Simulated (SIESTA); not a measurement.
The system is Nb2Ru.

```
CELL_PARAMETERS angstrom
0.00000 2.32965 6.62219
1.64377 0.00000 6.62219
1.64377 2.32965 0.00000
ATOMIC_POSITIONS crystal
Ru 0.00000 0.00000 0.00000
Nb 0.66041 0.66041 0.33959
Nb 0.33959 0.33959 0.66041
```

The cell comes from a database or a generator and needn't be the stable form of this composition.

| Item | Value |
| --- | --- |
| Program | SIESTA 5.4.2 |
| Task | single point |
| Functional | PBEsol |
| Potentials or basis | PseudoDojo 0.4 standard (PBEsol files) |
| Basis | DZP (energy shift 0.003 Ry; two zetas on semicore shells) |
| Grid cutoff | 800 Ry |
| Energy shift | 0.003 Ry |
| k mesh | 10 × 10 × 10 |
| Occupations | fermi-dirac, width 0.05 eV |
| Spin | no spin polarisation |

On this cell: pressure -7.5 GPa; largest force under 0.003 eV/Å; band gap on the k mesh none (metal or under the smearing width).

The same run follows on a disturbed copy (atoms moved at random, drawn with an rms of 0.05 Å):

```xyz
3
Lattice="0.0000 2.3297 6.6222 1.6438 0.0000 6.6222 1.6438 2.3297 0.0000" Properties=species:S:1:pos:R:3 pbc="T T T"
Ru    0.0022   -0.0056   -0.0219
Nb    1.6696    2.3124    8.7660
Nb    1.6127    2.3270    4.5162
```

Problem. What changes?

Solution. The energy (extrapolated to zero smearing) moves by +5.4 meV/atom; pressure -7.4 GPa; largest force 0.435 eV/Å; band gap on the k mesh none (metal or under the smearing width).

Forces in eV/Å, atoms in the order of the input:
```
Ru  -0.037 -0.014  0.433
Nb  -0.232  0.045 -0.214
Nb   0.269 -0.031 -0.218
```

Stress tensor (GPa, compression positive):
```
-7.08  0.01 -0.26
 0.01 -8.12 -0.04
-0.26 -0.04 -6.88
```

Caveats: the basis of atomic orbitals isn't converged, which shifts pressures, moduli and gaps.
